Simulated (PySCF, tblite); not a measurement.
# CH₇N₂Si radical: geometry, infrared bands and EPR parameters

Wanted: the infrared bands and EPR parameters of CH₇N₂Si radical (`C[Si@H]([NH])N`), by calculation.

Computed with tblite 0.8.0 and PySCF 2.14.0, with density-fitted response routines of our own, on a single molecule in the gas phase. Atoms are numbered from 0 throughout.

**1. The molecule as given**

11 atoms, charge 0, multiplicity 2; geometry from: force field or distance geometry start.

Bonds of the start (Å): C0–Si1 1.85, Si1–N2 1.77, Si1–N3 1.78, C0–H4 1.12, C0–H5 1.10, C0–H6 1.13, Si1–H7 1.47, N2–H8 1.04, N3–H9 1.03, N3–H10 1.05.

**2. Relaxing the molecule with GFN2-xTB**

Job settings and geometry (Å):

```
{"job": {"kind": "relax", "xc": "GFN2-xTB", "basis": "xTB"}, "charge": 0, "multiplicity": 2}
C     -1.164800    -0.560200    -0.194300
Si     0.283500     0.403800     0.426600
N      0.303400     1.962000    -0.405600
N      1.846100    -0.405700     0.134600
H     -1.198300    -1.540400     0.352100
H     -1.185400    -0.694300    -1.284800
H     -2.125400    -0.044400     0.093300
H      0.129600     0.601400     1.879800
H     -0.611600     2.209500    -0.830700
H      1.894800    -0.621500    -0.869700
H      1.833500    -1.307500     0.672700
```

The run is started by

```console
> OMP_NUM_THREADS=1 python probes_run.py task.json out
```

This one command runs all jobs of the session in turn.

Output:

```text
step      E/eV     max force
  0    -359.10074    3.230
  1    -359.39787    1.251
  2    -359.47424    0.685
  3    -359.49471    0.429
  4    -359.52704    0.586
  5    -359.54786    0.586
  6    -359.57196    0.356
  7    -359.58280    0.292
  8    -359.59208    0.249
  9    -359.60204    0.388
 10    -359.61233    0.436
 11    -359.62286    0.336
 12    -359.63126    0.326
 13    -359.63656    0.299
 14    -359.64141    0.288
 15    -359.64616    0.182
 16    -359.65031    0.149
 17    -359.65304    0.143
 18    -359.65679    0.149
 19    -359.65971    0.223
 20    -359.66168    0.098
 21    -359.66359    0.133
 22    -359.66567    0.132
 23    -359.66720    0.124
 24    -359.66835    0.085
 25    -359.66913    0.094
 26    -359.66966    0.078
 27    -359.67013    0.053
 28    -359.67049    0.046
 29    -359.67073    0.040
 30    -359.67089    0.040
 31    -359.67099    0.028
 32    -359.67106    0.026
 33    -359.67114    0.033
 34    -359.67125    0.046
 35    -359.67137    0.043
 36    -359.67146    0.025
 37    -359.67155    0.030
 38    -359.67163    0.028
 39    -359.67170    0.030
 40    -359.67176    0.020
 41    -359.67182    0.025
 42    -359.67192    0.034
 43    -359.67214    0.060
 44    -359.67252    0.100
 45    -359.67295    0.103
 46    -359.67348    0.066
 47    -359.67373    0.120
 48    -359.67416    0.125
 49    -359.67468    0.086
 50    -359.67609    0.202
 51    -359.67651    0.079
 52    -359.67690    0.067
 53    -359.67754    0.074
 54    -359.67779    0.030
 55    -359.67794    0.043
 56    -359.67805    0.034
 57    -359.67816    0.028
 58    -359.67833    0.030
 59    -359.67848    0.057
 60    -359.67866    0.074
 61    -359.67889    0.069
 62    -359.67917    0.042
 63    -359.67943    0.038
 64    -359.67962    0.041
 65    -359.67979    0.055
 66    -359.68007    0.055
 67    -359.68055    0.071
 68    -359.68125    0.074
 69    -359.68193    0.070
 70    -359.68236    0.059
 71    -359.68266    0.096
 72    -359.68331    0.111
 73    -359.68539    0.266
 74    -359.68669    0.259
 75    -359.68853    0.176
 76    -359.68728    0.508
 77    -359.68893    0.129
 78    -359.68999    0.066
 79    -359.69054    0.073
 80    -359.69078    0.095
 81    -359.69105    0.082
 82    -359.69143    0.057
 83    -359.69169    0.039
 84    -359.69172    0.129
 85    -359.69199    0.053
 86    -359.69209    0.028
 87    -359.69224    0.045
 88    -359.69231    0.033
 89    -359.69239    0.017
 90    -359.69241    0.008
```

It took 0.39 s on 1 thread of Arm Neoverse V1, shared host.

Step by step: (not every step is listed)

```tsv
step	energy from step 0 (eV)	largest force (eV/Å)
0	0.0000	3.2297
1	-0.2971	1.2515
2	-0.3735	0.6854
3	-0.3940	0.4286
4	-0.4263	0.5863
5	-0.4471	0.5864
6	-0.4712	0.3555
7	-0.4821	0.2923
8	-0.4913	0.2489
15	-0.5454	0.1818
22	-0.5649	0.1323
29	-0.5700	0.0404
36	-0.5707	0.0252
43	-0.5714	0.0600
50	-0.5754	0.2019
57	-0.5774	0.0285
64	-0.5789	0.0411
71	-0.5819	0.0962
78	-0.5893	0.0660
85	-0.5913	0.0532
86	-0.5914	0.0278
87	-0.5915	0.0451
88	-0.5916	0.0335
89	-0.5917	0.0173
90	-0.5917	0.0081
```

Distances of close pairs at the start and the end, largest changes first:

```tsv
bond	before (Å)	after (Å)	change (Å)
C0–Si1	1.847	1.959	+0.111
Si1–N2	1.767	1.666	-0.100
Si1–N3	1.784	1.726	-0.058
C0–H6	1.128	1.080	-0.047
N3–H10	1.050	1.005	-0.045
C0–H4	1.123	1.080	-0.043
N2–H8	1.039	1.009	-0.030
N3–H9	1.028	1.006	-0.022
```

The end geometry stands in the next job.

**3. Harmonic vibrations with GFN2-xTB**

Job settings and geometry (Å):

```
{"job": {"kind": "ir", "xc": "GFN2-xTB", "basis": "xTB"}, "charge": 0, "multiplicity": 2}
C     -1.306681    -0.562702    -0.207417
Si     0.276953     0.411133     0.409180
N      0.296789     1.743547    -0.591238
N      1.575992    -0.684325     0.107697
H     -1.310699    -1.528438     0.275619
H     -1.258561    -0.681682    -1.279382
H     -2.190196    -0.002843     0.063179
H      0.138037     0.423930     1.870151
H     -0.481708     2.384510    -0.624742
H      1.945339    -0.731938    -0.827291
H      2.320159    -0.768523     0.778282
```

Output:

```text
mode    cm-1     km/mol
  1     107.7      1.46
  2     131.8     16.91
  3     160.8     13.21
  4     206.7     22.32
  5     252.5     15.82
  6     352.2     88.11
  7     501.1    162.71
  8     550.0     11.36
  9     605.0      4.98
 10     674.1     61.71
 11     780.5      5.56
 12     786.1     84.62
 13     788.3     36.86
 14     806.8     69.89
 15     864.9    107.71
 16    1045.8     59.50
 17    1255.9     65.48
 18    1456.2      1.44
 19    1470.0      2.29
 20    1517.8     27.75
 21    2187.4    241.89
 22    3080.2      8.01
 23    3100.7     25.49
 24    3107.3     20.09
 25    3444.2      3.43
 26    3491.1      2.79
 27    3529.2      0.76
```

Wall time 0.21 s (1 thread of Arm Neoverse V1, shared host).

The strongest bands and the atoms that carry them (share of the mass-weighted mode):

```tsv
cm⁻¹	km/mol	atoms
352	88.1	H8 87 %
501	162.7	H9 43 %, H10 28 %, N3 22 %
674	61.7	H7 76 %
786	84.6	H8 54 %, H6 20 %
807	69.9	H10 39 %, H9 26 %, N3 16 %
865	107.7	N3 42 %, Si1 30 %, H9 10 %
1256	65.5	H6 28 %, H5 27 %, H4 27 %, C0 15 %
2187	241.9	H7 97 %
```

**4. g tensor and hyperfine couplings: B3LYP/pcH-1**

The job, as its differences from that of step 3:

```diff
@@ -1,2 +1,2 @@
-{"job": {"kind": "ir", "xc": "GFN2-xTB", "basis": "xTB"}, "charge": 0, "multiplicity": 2}
+{"job": {"kind": "epr", "basis": "pcH-1"}, "charge": 0, "multiplicity": 2}
 C     -1.306681    -0.562702    -0.207417
```

Method: UKS B3LYP, pcH-1 on C H N Si, non-relativistic, mean-field spin-orbit, GIAO.

Output:

```text
UKS, coarse grid
  cycle   1  E = -441.23446860  |g| = 4.41e-01
  cycle   2  E = -441.15960063  |g| = 6.13e-01
  cycle   3  E = -441.32312288  |g| = 5.56e-02
  cycle   4  E = -441.32408514  |g| = 4.60e-02
  cycle   5  E = -441.32519931  |g| = 9.22e-03
  cycle   6  E = -441.32526532  |g| = 7.12e-03
  cycle   7  E = -441.32529757  |g| = 1.97e-03
  cycle   8  E = -441.32530323  |g| = 6.81e-04
UKS, final grid
  cycle   1  E = -441.32532701  |g| = 7.81e-04
  cycle   2  E = -441.32532718  |g| = 1.23e-03
  cycle   3  E = -441.32532798  |g| = 2.37e-04
  cycle   4  E = -441.32532829  |g| = 1.93e-04
  cycle   5  E = -441.32532853  |g| = 9.06e-05
  cycle   6  E = -441.32532855  |g| = 3.72e-05
  cycle   7  E = -441.32532856  |g| = 2.40e-05
E = -441.32532856 Eh   <S^2> = 0.7546 (exact 0.7500)
g shifts (ppm)      1          2          3
  rmc          -194       -194       -194
  gc             -4         42         36
  oz_so          40       1585       8004
  total        -158       1433       7845
hyperfine (MHz)  atom isotope    a_iso     a_fc   dipolar eigenvalues
    0   13C      68.21      68.23    -11.90    -11.60     23.49
    1  29Si      59.91      60.01     -5.71     -0.93      6.63
    2   14N      28.10      27.91    -39.65    -38.85     78.50
    3   14N      -1.51      -1.51     -0.51      0.09      0.42
    4    1H      26.40      26.40     -6.23     -1.47      7.70
    5    1H      -8.30      -8.30     -7.23     -0.99      8.22
    6    1H      -7.11      -7.11     -6.44     -0.92      7.36
    7    1H      61.18      61.18     -3.18     -2.05      5.23
    8    1H     -49.95     -50.14    -48.80     -8.79     57.58
    9    1H      -0.21      -0.22     -2.92     -1.87      4.79
   10    1H      -1.84      -1.85     -1.68     -1.14      2.82
```

Wall time 26 s (1 thread of Arm Neoverse V1, shared host); peak memory 0.69 GiB.

Principal g values 2.00216, 2.00375, 2.01016; g(iso) = 2.00536, against 2.00232 for a free electron.

Mean a(iso) over the nuclei that a row names, and the largest dipolar term of the row (other rows stand at the frozen geometry):

```tsv
nuclei	isotope	a(iso) (MHz)	a(iso) (G, at g = 2.0023)	largest dipolar term (MHz)
C0	13C	68.2	24.3	23.5
H7	1H	61.2	21.8	5.2
Si1	29Si	59.9	21.4	6.6
H8	1H	-50.0	-17.8	57.6
N2	14N	28.1	10.0	78.5
H4, H5, H6	1H	3.7	1.3	8.2
N3	14N	-1.5	-0.5	-0.5
H9, H10	1H	-1.0	-0.4	4.8
```

Mulliken spin populations:

```tsv
atom	value (e)
C0	0.13
Si1	-0.05
N2	0.91
N3	0.00
H4	0.01
H5	0.00
H6	0.00
H7	0.04
H8	-0.03
H9	0.00
H10	0.00
```

In first order the couplings over 0.8 MHz of 1H, 14N give 432 distinct lines over 65.4 G, if the averaged nuclei exchange fast; the same motion can average rows kept apart here too.

Orbitals, density, ELF and potential are computed afterwards from the orbital file.

ELF in a plane through or near 4 of the atoms.

Values, 10 rows by 14 columns:
```
0.00 0.00 0.00 0.00 0.00 0.00 0.00 0.00 0.00 0.00 0.00 0.00 0.00 0.00
0.00 0.00 0.00 0.00 0.00 0.00 0.01 0.01 0.02 0.00 0.00 0.00 0.00 0.00
0.00 0.00 0.00 0.00 0.00 0.22 0.56 0.52 0.93 0.90 0.01 0.00 0.00 0.00
0.00 0.00 0.00 0.00 0.01 0.18 0.79 0.38 0.87 0.53 0.00 0.00 0.00 0.00
0.00 0.00 0.01 0.25 0.54 0.52 0.11 0.36 0.26 0.05 0.17 0.04 0.00 0.00
0.00 0.00 0.25 0.84 0.64 0.64 0.46 0.66 0.82 0.83 0.96 0.65 0.01 0.00
0.00 0.00 0.06 0.46 0.76 0.91 0.27 0.30 0.81 0.57 0.45 0.14 0.00 0.00
0.00 0.00 0.00 0.02 0.27 0.36 0.00 0.55 0.98 0.71 0.08 0.01 0.00 0.00
0.00 0.00 0.00 0.00 0.00 0.00 0.00 0.01 0.07 0.03 0.00 0.00 0.00 0.00
0.00 0.00 0.00 0.00 0.00 0.00 0.00 0.00 0.00 0.00 0.00 0.00 0.00 0.00
```
The map spans 10.2 Å across and 9.8 Å up, centred on the molecule. Atoms in the plane (x, y in Å): C0 (1.2, -0.7), N2 (0.1, 1.8), N3 (-1.7, -0.4), H8 (0.9, 2.3).

On the surface of density 0.002 e/bohr³ the electrostatic potential runs, from the 1st to the 99th percentile, from -1.51 V near N2 to 1.58 V near H8.

The spin density lies nearest to N2 73 %; C0 9 %; H8 7 %.

**5. Summary of results**

| quantity | value |
| --- | --- |
| strongest single infrared mode (GFN2-xTB) | 2187 cm⁻¹, 242 km/mol |
| zero-point energy (GFN2-xTB) | 51.8 kcal/mol |
| g(iso) (B3LYP) | 2.00536 |
| ⟨S²⟩ | 0.755 (exact 0.75) |
| largest a(iso) (averaged by class) | 13C on C0, 68.2 MHz |
| potential on the surface of density 0.002 e/bohr³, 1st and 99th percentile | -1.51 V and 1.58 V |

**Reading.** Over 90 steps the energy fell by 0.592 eV; of the close pairs, C0–Si1 changed most, 1.847 to 1.959 Å. No mode is imaginary among the 27: a minimum at this level. The strongest single mode, at 2187 cm⁻¹, moves mainly H7. GFN2-xTB is a fitted tight-binding method: band positions and strengths are rough. Its intensities can rank the bands wrongly. N2 carries the largest spin population, 0.91 e. The isotropic g lies 3.0 ppt above the free-electron value. These values are for one conformer; the search (at its own cheap level) found 1 more, at 0.55 kcal/mol, and measured spectra average over such forms.
